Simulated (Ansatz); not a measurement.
# LaSi2Ir2: the cost of one run

Computed with Ansatz 0.2.0 (DFT LDA, scalar-relativistic, plane waves, PAW, unless a step's input says otherwise).

### Step 1. The structure to begin with

The structure is tetragonal, space group P4/nmm (No. 129). The conventional cell has a = 4.208 Å, b = 4.208 Å, c = 9.957 Å, α = 90.00°, β = 90.00°, γ = 90.00°. La (site symmetry 4mm) has 8 Ir at 3.20 to 3.31 Å and 8 Si at 3.21 to 3.24 Å as nearest neighbours. Around Si (site symmetry 4mm) lie 5 Ir at 2.45 to 2.46 Å and 4 La at 3.24 Å. Around Si (site symmetry -4m2) lie 4 Ir at 2.45 Å and 4 La at 3.21 Å. Ir (site symmetry 4mm) has 5 Si at 2.45 Å as nearest neighbours. Around Ir (site symmetry -4m2) lie 4 Si at 2.46 Å.

Coordinates:

```xyz
10
Lattice="4.2075 0.0000 0.0000 0.0000 4.2075 0.0000 0.0000 0.0000 9.9570" Properties=species:S:1:pos:R:3 pbc="T T T"
La    0.0000    2.1038    2.5534
La    2.1038    0.0000    7.4036
Si    2.1038    0.0000    1.2694
Si    0.0000    2.1038    8.6875
Si    2.1038    2.1038    4.9785
Si    0.0000    0.0000    4.9785
Ir    2.1038    0.0000    3.7212
Ir    0.0000    2.1038    6.2358
Ir    2.1038    2.1038    0.0000
Ir    0.0000    0.0000    0.0000
```

The structure rests on an entry of the Materials Project (structure only); cell or positions may have been set otherwise for this series.

### Step 2. Relaxing cell and atoms: LaSi2Ir2, no spin

Input file input.yaml:

```yaml
crystal:
  lattice:
    - [4.207525205, 0.0, 0.0]
    - [0.0, 4.207525205, 0.0]
    - [0.0, 0.0, 9.95695143]
  atoms:
    - { symbol: La, position: [0.0, 0.5, 0.25644064] }
    - { symbol: La, position: [0.5, 0.0, 0.74355936] }
    - { symbol: Si, position: [0.5, 0.0, 0.12748989] }
    - { symbol: Si, position: [0.0, 0.5, 0.87251011] }
    - { symbol: Si, position: [0.5, 0.5, 0.5] }
    - { symbol: Si, position: [0.0, 0.0, 0.5] }
    - { symbol: Ir, position: [0.5, 0.0, 0.37372892] }
    - { symbol: Ir, position: [0.0, 0.5, 0.62627108] }
    - { symbol: Ir, position: [0.5, 0.5, 0.0] }
    - { symbol: Ir, position: [0.0, 0.0, 0.0] }
scf:
  occupations: { method: gaussian, width: 0.05 }
output:
  forces: true
  stress: true
  eigenvalues: true
  dos: { method: tetrahedron, nscf_kmesh: { grid: [24, 24, 10] }, de: 0.02 }
  write_density: true
  write_potential: true
  elf: true
  volumetric_format: npy
kpoints:
  mp_grid: { grid: [10, 10, 6] }
hamiltonian:
  xc: lda
relax:
  f_tol: 0.005
  max_steps: 60
  cell: { stress_tol: 0.03 }
```

On the command line:

```sh
$ ansatz run input.yaml --threads 4 --pin off --max-ram 8192MiB --backend cpu --events-out ev --progress --plain --runs-dir out
```

**Question.** How long does this run take on 4 threads of Arm Neoverse V1, shared host, and how much memory does it need?

About 3.9 min, with a peak of 2.8 GiB.
